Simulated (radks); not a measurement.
# Mn²⁺ in [Ne] 3s2 3p4 3d5 4p2: an all-electron calculation

One table from this session's results is given with a row withheld; the runs are named, their logs left out.

The numbers are computed with radks (a radial shooting solver on a logarithmic mesh, Libxc functionals) version 1 (non-relativistic Kohn-Sham, B86b exchange with PBE correlation, spin-polarised, spherical densities, point nucleus; open shells are filled with parallel spins first), except any that are marked as measured or tabulated.

## The atom as given

```
element       : manganese (Z = 25)
charge        : +2
electrons     : 23
configuration : [Ne] 3s2 3p4 3d5 4p2
```

Outer shells as boxes (Hund's rule):

Mn²⁺
```
[Ne] core
3s [↑↓]
3p [↑↓][↑ ][↑ ]
3d [↑ ][↑ ][↑ ][↑ ][↑ ]
4p [↑ ][↑ ][  ]
```

The first run:

The run's settings:

```text
Z 25
configuration [Ne] 3s2 3p4 3d5 4p2
relativity non-relativistic
functional b86_mgc,pbe
spin polarised
nucleus point
```

On the command line:

```console
> python run_ks.py task.json out
```

The same process makes all the runs of this session.

One table of the session follows, with a row left open; its other results are not shown here.

It belongs to the step «Radial structure». Sizes of the orbitals, from the radial functions (bohr):

```
  level      <r>  outermost maximum (interpolated)  90 % within  nodes
  1s up  0.06155                            0.0405        0.110      0
1s down  0.06155                            0.0405        0.110      0
  2s up   0.2825                             0.235        0.438      1
2s down   0.2817                             0.235        0.436      1
  2p up   0.2482                             0.189        0.407      0
2p down   0.2475                             0.189        0.405      0
  3s up   0.8381                             0.736         1.25      2
3s down   0.8473                             0.738         1.26      2
  3p up   0.8700                             0.743         1.33      1
3p down   0.8847                             0.747         1.36      1
  3d up        ?                                 ?            ?      ?
3d down    1.016                             0.727         1.70      0
  4p up    2.633                              2.34         3.85      2
```

Q: Estimate the row for 3d up from the others.

The run gave: <r>: 0.9666; outermost maximum (interpolated): 0.715; 90 % within: 1.59; nodes: 0. In the column «<r>» it lies between 3p down (0.8847) and 3d down (1.016).
